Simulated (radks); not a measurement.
# Sr²⁺ in [Ar] 3d10 4s1 4p6 4d1: an all-electron calculation

Wanted: eigenvalues, radial structure and energy terms of the strontium ion Sr2+.

Method: scalar-relativistic Kohn-Sham, BLYP, spin-polarised, spherical densities, finite nucleus; open shells are filled with parallel spins first. Code: radks (a radial shooting solver on a logarithmic mesh, Libxc functionals) version 1.

## 1. Starting point

- element: strontium (Z = 38)
- charge: +2
- electrons: 36
- configuration: [Ar] 3d10 4s1 4p6 4d1
- nuclear rms radius: 4.224 fm

The outer shells:

Sr²⁺
```
[Ar] core
3d [↑↓][↑↓][↑↓][↑↓][↑↓]
4s [↑ ]
4p [↑↓][↑↓][↑↓]
4d [↑ ][  ][  ][  ][  ]
```

## 2. The run

The run's settings:

```text
Z 38
configuration [Ar] 3d10 4s1 4p6 4d1
relativity scalar-relativistic
functional b88,lyp
spin polarised
nucleus finite rms 4.224 fm
c 137.035999084
```

Started as:

```console
$ python run_ks.py task.json out
```

The same process makes all the runs of this session.

Q: Predict the outcome of this run.

**Answer**, as computed:

| quantity | value |
| --- | --- |
| total energy | -3177.79886 hartree |
| exchange-correlation share of it | 3.30 % |
| −T/E | 1.0255 |
| highest occupied level | 4d up, -15.514 eV |
| most extended occupied level | 4d up, <r> = 2.27 bohr |
| radius at density 0.001 e/bohr³ | 3.65 bohr |
| maxima of the radial density | 3 |

4 principal shells are occupied and 3 maxima appear in the radial density; where shells overlap, one shows as a shoulder or not at all. Relativity lifts −T/E to 1.026. This is not the tabulated ground configuration, so its levels and sizes aren't those of the ground state, and no measured value stands beside it.
